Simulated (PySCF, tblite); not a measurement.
# C4H8ClN3Si: infrared bands and NMR shifts

Aim: predict the infrared bands and NMR shifts of C4H8ClN3Si (`CCn1c([SiH3])nnc1Cl`).

Programs: tblite 0.8.0 and PySCF 2.14.0, with density-fitted response routines of our own. Each step states its level of theory. These are calculated values for one molecule in the gas phase, unless marked as measured. Atoms count from 0, in the outputs and in this text.

### 1 Starting geometry

17 atoms, charge 0, multiplicity 1; geometry from: GFN2-xTB.

Bonds of the start (Å): C0–C1 1.53, C1–N2 1.44, N2–C3 1.37, C3–Si4 1.88, C3–N5 1.31, N5–N6 1.34, N6–C7 1.30, C7–Cl8 1.69, C7–N2 1.36, C0–H9 1.09, C0–H10 1.09, C0–H11 1.09, C1–H12 1.09, C1–H13 1.09, Si4–H14 1.47, Si4–H15 1.45, Si4–H16 1.47.

### 2 Infrared spectrum with GFN2-xTB

What the job is given:

```
{"job": {"kind": "ir", "xc": "GFN2-xTB", "basis": "xTB"}, "charge": 0, "multiplicity": 1}
C     -1.898962    -0.693932    -0.404521
C     -0.914646    -0.486485     0.742675
N     -0.013458     0.599380     0.462836
C      1.209340     0.563296    -0.152067
Si     2.145602    -0.956814    -0.726507
N      1.669910     1.782866    -0.264061
N      0.783531     2.639690     0.256096
C     -0.219756     1.929602     0.683656
Cl    -1.614288     2.519569     1.437744
H     -2.563132    -1.521731    -0.174179
H     -2.497053     0.201777    -0.553708
H     -1.365745    -0.915804    -1.325861
H     -0.316066    -1.387116     0.900593
H     -1.457255    -0.248440     1.662121
H      2.383378    -1.797218     0.453477
H      3.379199    -0.517513    -1.354430
H      1.282402    -1.699098    -1.653775
```

**Question.** This job is followed by: GIAO PBE0/pcSseg-1 NMR shielding, non-relativistic, gas phase. Predict these results of the whole session: strongest single infrared mode (GFN2-xTB); zero-point energy (GFN2-xTB); 13C shifts against TMS (PBE0/pcSseg-1); 1H shifts against TMS (PBE0/pcSseg-1, means over atoms taken as alike); 15N shifts against NH3 (PBE0/pcSseg-1); 29Si shifts against TMS (PBE0/pcSseg-1); 35Cl shifts against HCl (PBE0/pcSseg-1).

The runs gave:

```
                                                              quantity                         value
                             strongest single infrared mode (GFN2-xTB)          774 cm⁻¹, 393 km/mol
                                          zero-point energy (GFN2-xTB)                 73.9 kcal/mol
                                13C shifts against TMS (PBE0/pcSseg-1)  151.7, 151.4, 41.9, 18.6 ppm
1H shifts against TMS (PBE0/pcSseg-1, means over atoms taken as alike)          4.57, 4.04, 1.36 ppm
                                15N shifts against NH3 (PBE0/pcSseg-1)       392.6, 366.2, 215.2 ppm
                               29Si shifts against TMS (PBE0/pcSseg-1)                     -87.5 ppm
                               35Cl shifts against HCl (PBE0/pcSseg-1)                       163 ppm
```

What this shows: All 45 modes are real, so the xTB geometry is a minimum. The strongest single mode, at 774 cm⁻¹, is spread over several atoms, H16, H14, H15 among them. Unscaled tight-binding wavenumbers are off by several per cent, some by more. Its intensities can rank the bands wrongly. At PBE0/pcSseg-1: The widest tensor belongs to N5: span 554 ppm, with a paramagnetic part of -454 ppm. NICS(1)zz of -28 ppm above the planar ring from N2 marks a diatropic (aromatic) ring current.
